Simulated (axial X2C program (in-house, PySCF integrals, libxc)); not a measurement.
# Linear SWS at several levels

How do method and spin–orbit coupling move the bonds and stretches of SWS, held linear?

Computed with an in-house X2C program for linear molecules on PySCF integrals. Level: all-electron X2C, two-component (2c) or spin-free, S dyall-av3z, W dyall-v3z.

All values are calculated.

2 further runs of the same task are left out: 2 set aside as unsound or not needed.

## Step 1: The job

Input file task.json:

```json
{"zs": [16, 74, 16], "q": 0, "bas": ["dyall-av3z", "dyall-v3z", "dyall-av3z"], "r0": [2.14, 2.14], "symm": 1, "scan": ["PBE0", "HF", "LDA"], "levels": ["PBE0", "HF", "B3LYP"], "nst": 2}
```

Keys: zs atomic numbers; q charge; bas basis sets; r0 starting distance in Å; symm equal bonds; scan levels of the two-bond scan; levels methods; nst determinants followed.

Command:

```sh
$ python solin.py task.json out
```

Masses S 31.972, W 183.951, S 31.972 u.

## Step 2: Scan at PBE0, 2c

State: Ω = 1 (beyond evenly filled blocks: ω = -1/2, ω = 3/2). Energies above the lowest point, from the job's result record:

```tsv
r(S–W) (Å)	r(W–S) (Å)	E (meV)
2.1119	2.1119	90.28
2.1119	2.1660	39.67
2.1119	2.2201	69.77
2.1660	2.1119	39.67
2.1660	2.1660	0.00
2.1660	2.2201	40.04
2.1660	2.2743	143.16
2.2201	2.1119	69.77
2.2201	2.1660	40.04
2.2201	2.2201	89.08
2.2743	2.1660	143.16
2.2743	2.2743	318.81
```

A quadratic surface with cubic terms in each bond gives the minimum at 2.164 and 2.164 Å, force constants 4.36, 4.36 and coupling 0.49 mdyn/Å.

## Step 3: Scan at HF, 2c

State: Ω = 1 (beyond evenly filled blocks: ω = -1/2, ω = 3/2). Energies above the lowest point, from the job's result record:

```tsv
r(S–W) (Å)	r(W–S) (Å)	E (meV)
2.1119	2.1119	148.82
2.1119	2.1660	69.37
2.1119	2.2201	65.80
2.1660	2.1119	69.37
2.1660	2.1660	0.00
2.1660	2.2201	5.38
2.1660	2.2743	62.56
2.2201	2.1119	65.80
2.2201	2.1660	5.38
2.2201	2.2201	19.59
2.2743	2.1660	62.56
2.2743	2.2743	163.38
```

A quadratic surface with cubic terms in each bond gives the minimum at 2.185 and 2.185 Å, force constants 3.67, 3.67 and coupling 0.51 mdyn/Å.

## Step 4: Scan at LDA, 2c

State: Ω = 1 (beyond evenly filled blocks: ω = -1/2, ω = 3/2). Energies above the lowest point, from the job's result record:

```tsv
r(S–W) (Å)	r(W–S) (Å)	E (meV)
2.1119	2.1119	80.64
2.1119	2.1660	34.77
2.1119	2.2201	64.53
2.1660	2.1119	34.77
2.1660	2.1660	0.00
2.1660	2.2201	39.87
2.1660	2.2743	138.82
2.2201	2.1119	64.53
2.2201	2.1660	39.87
2.2201	2.2201	88.90
2.2743	2.1660	138.82
2.2743	2.2743	310.94
```

A quadratic surface with cubic terms in each bond gives the minimum at 2.163 and 2.163 Å, force constants 4.1, 4.1 and coupling 0.50 mdyn/Å.

## Step 5: The levels side by side

| level | r(S–W) (Å) | r(W–S) (Å) | lower stretch (cm⁻¹) | upper stretch (cm⁻¹) |
| --- | --- | --- | --- | --- |
| PBE0, 2c | 2.164 | 2.164 | 507.2 | 525.8 |
| HF, 2c | 2.185 | 2.185 | 471.2 | 475.2 |
| LDA, 2c | 2.163 | 2.163 | 494.2 | 507.4 |
| HF, spin-free | 2.184 | 2.184 | 472.1 | 488.4 |

Scans not shown above were run alike.

**Reading.** Over the levels the S–W bond spans 2.163 to 2.185 Å and the W–S bond 2.163 to 2.185 Å. At HF going from spin-free to two-component moves the bonds by +0.001 and +0.001 Å. Each state is one determinant, the lowest of a limited PBE0 search; the stretches come from a fit to few points and are good to some per cent at best. The stretches are sorted by size, and where the two bonds are alike the symmetric and antisymmetric modes can swap order between levels. The molecule was held linear; bending was not examined, so a bent shape may lie lower. Open-shell Ω = 0 determinants with evenly filled partner blocks cannot be reached by this program, so the Ω shown need not be the lowest component. Note: several unpaired electrons, one determinant need not be a pure state.
